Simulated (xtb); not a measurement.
# CH6InNOS (SMILES C[O][In]([NH2])[SH]): GFN0-xTB

What is the vertical singlet–triplet gap of CH6InNOS at GFN0-xTB? 

The results are computed with xtb 6.7.1.

21 further runs of the same task are left out: 21 set aside as unsound or not needed.

## (1) The structure to begin with

The species is CH6InNOS (11 atoms), meant as a singlet with charge 0. SMILES: `C[O][In]([NH2])[SH]`. The shape comes from GFN2-xTB, which is rough for such elements, and wasn't checked as a minimum. This is one conformer, not always the lowest.

Bond lengths: C1–O2 1.400 Å, O2–In3 2.007 Å, In3–N4 2.062 Å, In3–S5 2.432 Å, C1–H6 1.095 Å, C1–H7 1.099 Å, C1–H8 1.097 Å, N4–H9 1.017 Å, N4–H10 1.017 Å, S5–H11 1.331 Å. Some angles: C1–O2–In3 128.1°, O2–In3–N4 111.5°, O2–In3–S5 116.4°, N4–In3–S5 131.9°, O2–C1–H6 107.1°, O2–C1–H7 112.8°, O2–C1–H8 111.7°, In3–N4–H9 107.3°, In3–N4–H10 111.3°, In3–S5–H11 90.5°.

## (2) Energy and forces at GFN0-xTB

Contents of geom.xyz:

```xyz
11

C     -1.227900    -1.337510     0.887330
O     -0.278280    -0.311650     0.971820
In     0.599460     0.690840    -0.528560
N      1.629750     2.336380     0.165290
S      0.124680    -0.097960    -2.779280
H     -1.262070    -1.826660     1.866500
H     -0.965740    -2.099040     0.139520
H     -2.227330    -0.946490     0.659260
H      1.763410     2.209500     1.165640
H      2.553900     2.397440    -0.253640
H     -0.709880    -1.014840    -2.293880
```

Started as:

```console
$ xtb geom.xyz --gfn 0 --grad -P 1 > geom.out
```

The log of the run (excerpt; [...] marks lines left out):

```text
* xtb version 6.7.1
[...]
          :  # basis functions                  44          :
[...]
          :  # electrons                        30          :
[...]
 Zeroth order Hamiltonian       ...        0 min,  0.001 sec ( 13.163%)
[...]
         ::                     SUMMARY                     ::
         :::::::::::::::::::::::::::::::::::::::::::::::::::::
         :: total energy             -16.160849584082 Eh    ::
         :: gradient norm              0.029445999855 Eh/a0 ::
         :: HOMO-LUMO gap              2.675403088897 eV    ::
         ::.................................................::
         :: H0 energy                -16.140373279103 Eh    ::
         :: repulsion energy           0.119868373435 Eh    ::
         :: electrostat energy        -0.125284706279 Eh    ::
         :: -> Gsolv                   0.000000000000 Eh    ::
         ::    -> Gsasa                0.000000000000 Eh    ::
         ::    -> Gshift               0.000000000000 Eh    ::
         :: dispersion energy         -0.002664619378 Eh    ::
         :: short-range corr.         -0.012395352758 Eh    ::
         :: add. restraining           0.000000000000 Eh    ::
         :: total charge               0.000000000000 e     ::
         :::::::::::::::::::::::::::::::::::::::::::::::::::::
[...]
        15        2.0000           -0.4163244             -11.3288 (HOMO)
        16                         -0.3180051              -8.6534 (LUMO)
[...]
     #   Z          covCN         q      C6AA      α(0)
     1   6 C        3.686    -0.042    24.054     7.101
     2   8 O        1.598    -0.382    20.382     6.105
     3  49 In       2.492     0.504   276.498    31.643
     4   7 N        2.519    -1.072    54.640    11.064
     5  16 S        1.778    -0.122   143.563    20.202
     6   1 H        0.924     0.100     1.787     2.090
     7   1 H        0.923     0.069     2.100     2.266
     8   1 H        0.924     0.085     1.929     2.172
     9   1 H        0.876     0.403     0.473     1.077
    10   1 H        0.868     0.388     0.502     1.109
    11   1 H        0.923     0.071     2.079     2.255
[...]
     #   Z sym  total        # sym  WBO       # sym  WBO       # sym  WBO
 ---------------------------------------------------------------------------
     1   6 C    3.948 --     2 O    1.001     8 H    0.976     6 H    0.974
                             7 H    0.969
     2   8 O    1.867 --     1 C    1.001     3 In   0.617     5 S    0.133
     3  49 In   2.161 --     5 S    0.855     2 O    0.617     4 N    0.601
     4   7 N    2.709 --     9 H    0.966    10 H    0.965     3 In   0.601
                             5 S    0.109
     5  16 S    2.049 --    11 H    0.945     3 In   0.855     2 O    0.133
                             4 N    0.109
     6   1 H    1.002 --     1 C    0.974
     7   1 H    0.992 --     1 C    0.969
     8   1 H    0.997 --     1 C    0.976
     9   1 H    0.975 --     4 N    0.966
    10   1 H    0.974 --     4 N    0.965
[...]
          | TOTAL ENERGY              -16.160849584082 Eh   |
          | GRADIENT NORM               0.029445999855 Eh/α |
          | HOMO-LUMO GAP               2.675403088897 eV   |
           -------------------------------------------------
[...]
```

Standard error:

```text
normal termination of xtb
```

Wall time 0.042 s (1 thread of Intel Xeon Platinum 8488C (Sapphire Rapids), shared host).

## (3) The triplet at the same level

Contents of detailed.inp:

```
$chrg 0
$spin 2
$end
```

Contents of input.xyz:

```xyz
11
start
C     -1.22790000    -1.33751000     0.88733000
O     -0.27828000    -0.31165000     0.97182000
In     0.59946000     0.69084000    -0.52856000
N      1.62975000     2.33638000     0.16529000
S      0.12468000    -0.09796000    -2.77928000
H     -1.26207000    -1.82666000     1.86650000
H     -0.96574000    -2.09904000     0.13952000
H     -2.22733000    -0.94649000     0.65926000
H      1.76341000     2.20950000     1.16564000
H      2.55390000     2.39744000    -0.25364000
H     -0.70988000    -1.01484000    -2.29388000
```

Started as:

```console
$ xtb --gfn 0 --grad -I detailed.inp --json -- input.xyz > run.log 2> xtb.err
```

The log of the run (excerpt; [...] marks lines left out):

```text
* xtb version 6.7.1
[...]
          :  # basis functions                  44          :
[...]
          :  # electrons                        30          :
[...]
 Zeroth order Hamiltonian       ...        0 min,  0.000 sec ( 11.520%)
[...]
         ::                     SUMMARY                     ::
         :::::::::::::::::::::::::::::::::::::::::::::::::::::
         :: total energy             -16.063398914676 Eh    ::
         :: gradient norm              0.070828026131 Eh/a0 ::
         :: HOMO-LUMO gap              3.610480845528 eV    ::
         ::.................................................::
         :: H0 energy                -16.042922609696 Eh    ::
         :: repulsion energy           0.119868373435 Eh    ::
         :: electrostat energy        -0.125284706279 Eh    ::
         :: -> Gsolv                   0.000000000000 Eh    ::
         ::    -> Gsasa                0.000000000000 Eh    ::
         ::    -> Gshift               0.000000000000 Eh    ::
         :: dispersion energy         -0.002664619378 Eh    ::
         :: short-range corr.         -0.012395352758 Eh    ::
         :: add. restraining           0.000000000000 Eh    ::
         :: total charge               0.000000000000 e     ::
         :::::::::::::::::::::::::::::::::::::::::::::::::::::
[...]
        16        1.0000           -0.3180051              -8.6534 (HOMO)
        17                         -0.1853224              -5.0429 (LUMO)
[...]
     #   Z          covCN         q      C6AA      α(0)
     1   6 C        3.686    -0.042    24.054     7.101
     2   8 O        1.598    -0.382    20.382     6.105
     3  49 In       2.492     0.504   276.498    31.643
     4   7 N        2.519    -1.072    54.640    11.064
     5  16 S        1.778    -0.122   143.563    20.202
     6   1 H        0.924     0.100     1.787     2.090
     7   1 H        0.923     0.069     2.100     2.266
     8   1 H        0.924     0.085     1.929     2.172
     9   1 H        0.876     0.403     0.473     1.077
    10   1 H        0.868     0.388     0.502     1.109
    11   1 H        0.923     0.071     2.079     2.255
[...]
          | TOTAL ENERGY              -16.063398914676 Eh   |
          | GRADIENT NORM               0.070828026131 Eh/α |
          | HOMO-LUMO GAP               3.610480845528 eV   |
           -------------------------------------------------
[...]
```

Standard error:

```text
normal termination of xtb
```

Wall time 0.039 s (1 thread of Intel Xeon Platinum 8488C (Sapphire Rapids), shared host).

## (4) Summary of results

At GFN0-xTB:

| quantity | value |
| --- | --- |
| singlet: total energy | -16.16085 Eh |
| singlet: dipole moment | 2.81 D |
| singlet: HOMO energy | -11.33 eV |
| singlet: LUMO energy | -8.65 eV |
| singlet: HOMO–LUMO gap | 2.68 eV |
| singlet: dispersion energy | -7.00 kJ/mol |
| singlet: largest force on an atom | 1.190 eV/Å |
| singlet: mean polarisability (D4 model) | 87.1 bohr³ |
| triplet: total energy | -16.06340 Eh |
| triplet: dipole moment | 7.80 D |
| triplet: HOMO energy (partly filled) | -8.65 eV |
| triplet: LUMO energy | -5.04 eV |
| triplet: dispersion energy | -7.00 kJ/mol |
| triplet: largest force on an atom | 2.123 eV/Å |
| triplet: mean polarisability (D4 model) | 87.1 bohr³ |
| vertical energy of the triplet above the singlet | 2.652 eV |

The method runs without spin polarisation, so open shells lack the exchange term that lowers high spin: such gaps come out too high and can have the wrong sign. The largest force (singlet) is 1.19 eV/Å: the shape isn't a stationary point for this species at this level. At this shape the triplet lies 2.65 eV (61 kcal/mol) above the singlet.
